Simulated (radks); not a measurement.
**Ionisation of Cl: one atom, several choices of exchange strength α**

The task here is to estimate one member of a computed series from the others.

Program: radks (a radial shooting solver on a logarithmic mesh, Libxc functionals) version 1. Level of theory: non-relativistic Kohn-Sham, spin-polarised, spherical densities, point nucleus; open shells are filled with parallel spins first. These are calculated values, not measurements, unless marked.

### Starting point

| Item | Value |
| --- | --- |
| element | chlorine (Z = 17) |
| charge | 0 |
| electrons | 17 |
| configuration | [Ne] 3s2 3p5 |
| ion | Cl⁺, [Ne] 3s2 3p4 |
| choices | α = 0.572; α = 0.667; α = 0.758; α = 0.777; α = 0.904; α = 0.964; α = 0.977; α = 1.007 |

Outer shells as boxes (Hund's rule):

Cl
```
[Ne] core
3s [↑↓]
3p [↑↓][↑↓][↑ ]
```

Cl⁺
```
[Ne] core
3s [↑↓]
3p [↑↓][↑ ][↑ ]
```

Set-up of the first run:

Input:

```text
Z 17
configuration [Ne] 3s2 3p5
relativity non-relativistic
functional xalpha 0.572
spin polarised
nucleus point
```

Among the steps run: α = 0.572: Cl.

One table of the session follows, with a row left open; its other results are not shown here.

It belongs to the step «α = 0.572: Cl». Radial moments (bohr):

```
  level     <r>  outermost maximum (interpolated)  90 % within  nodes
  2s up  0.4509                             0.366        0.706      1
2s down       ?                                 ?            ?      ?
  2p up  0.4118                             0.304        0.685      0
2p down  0.4116                             0.304        0.685      0
  3s up   1.560                              1.29         2.38      2
3s down   1.567                              1.29         2.40      2
  3p up   1.899                              1.44         3.05      1
3p down   1.935                              1.45         3.13      1
```

Estimate the missing values for 2s down.

As computed: <r>: 0.4508; outermost maximum (interpolated): 0.366; 90 % within: 0.706; nodes: 1. In the column «<r>» it lies between 2p up (0.4118) and 2s up (0.4509).

Limits of these values: Open shells are spherical and high-spin; term and fine-structure splittings are not resolved.
